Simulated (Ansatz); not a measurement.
Task: a frozen displacement of one atom of Si, space group P6_3/mmc, with Ansatz's Python interface. Give the script and its output. Use (first run): r2SCAN, PAW, the default cutoff (500 eV here), 13×13×7 k-points, Fermi-Dirac smearing of 0.05 eV.

```yaml
crystal:
  lattice:
    - [2.44400, 0.00000, 0.00000]
    - [-1.22200, 2.11657, 0.00000]
    - [0.00000, 0.00000, 4.15200]
  atoms:
    - { symbol: Si, position: [0.33333, 0.66667, 0.25000] }
    - { symbol: Si, position: [0.66667, 0.33333, 0.75000] }
```

Script `si_push.py`:
```python
'''Energy and force of Si as one atom is pushed off its site.'''

import logging
import sys
import warnings

import ansatz as az
import numpy as np

logging.basicConfig(stream=sys.stdout, format='%(levelname)s:%(name)s:%(message)s')
logger = logging.getLogger('ansatz_job')
logger.setLevel(logging.INFO)

FUNCTIONAL = 'r2SCAN'
KMESH = (13, 13, 7)
OCCUPATIONS = 'fermi_dirac'
WIDTH_EV = 0.05
MAX_SCF = 150
N_EMPTY = 4


def main() -> None:
    warnings.simplefilter('ignore', az.DeckWarning)

    lattice = az.Lattice.of(
        (2.444, 0.0, 0.0),
        (-1.222, 2.116566, 0.0),
        (0.0, 0.0, 4.152),
    )
    sites = [
        ('Si', (1 / 3, 2 / 3, 0.25)),
        ('Si', (2 / 3, 1 / 3, 0.75)),
    ]
    xtal = az.Crystal(lattice=lattice)
    for symbol, position in sites:
        xtal = xtal.atom(symbol, position)

    inverse = np.linalg.inv(np.array(xtal.lattice.vectors))
    home = np.array(xtal.sites[0].position)
    values = np.linspace(-0.05, 0.05, 5)
    energies, pulls = [], []
    for shift in values:
        moved = xtal.move(0, to=home + shift * inverse[0])
        base = (
            moved.calculation()
            .functional(FUNCTIONAL)
            .kpoints(*KMESH, shift=0.5)  # the mesh must be finer for metals
            .occupations(OCCUPATIONS, width=WIDTH_EV)
            .scf(max_iterations=MAX_SCF, extra_bands=N_EMPTY, lower_state_search='off', algorithm='density_mixing')
            .forces()
        )
        r = base.run(threads=1, backend='cpu').report
        energies.append(r['free_energy_ev'])
        pulls.append(r['forces_ev_ang'][0][0])

    # the force is minus the slope of the free energy
    logger.info('shift (A)   dE (eV)   force along x (eV/A)')
    for shift, e, f in zip(values, energies, pulls):
        logger.info(f'{shift:8.3f} {e - energies[2]:10.5f} {f:12.4f}')
    logger.info(f'stiffness from energies {2 * np.polyfit(values, energies, 2)[0]:.3f}, from forces {-np.polyfit(values, pulls, 1)[0]:.3f} eV/A^2')


if __name__ == '__main__':
    main()
```

```console
$ python si_push.py
INFO:ansatz_job:shift (A)   dE (eV)   force along x (eV/A)
INFO:ansatz_job:  -0.050    0.00104       0.0455
INFO:ansatz_job:  -0.025    0.00020       0.0210
INFO:ansatz_job:   0.000    0.00000      -0.0052
INFO:ansatz_job:   0.025    0.00047      -0.0325
INFO:ansatz_job:   0.050    0.00163      -0.0603
INFO:ansatz_job:stiffness from energies 1.065, from forces 1.061 eV/A^2
```

The curvature of the energy gives 1.065 eV/Å² and the slope of the force 1.061 eV/Å², a positive curvature.

Caveats:
- These settings explore the input space; cutoff and mesh may be short of convergence.
- For a metal this k-point mesh is coarse: on a finer one energies can move by several to tens of meV an atom and pressures by half a GPa or more, differences at one mesh by less.
- The mesh has less symmetry than the crystal, which the program warned of.
- In a metal a curvature from energy changes of a few meV or less hangs on mesh and smearing, in size and even in sign.
- This isn't the structure that Si takes at ambient conditions.
- All periodic images of the atom move with it, so the curvature is one diagonal element of the zone-centre force constants and no normal mode; a positive value doesn't exclude soft modes in which several atoms move.
- The script silences the warnings on its input, which a real study should read.
- Finished in 17 s on 1 thread of Intel(R) Xeon(R) 6975P-C (Granite Rapids) (shared host), peak memory 0.49 GiB.
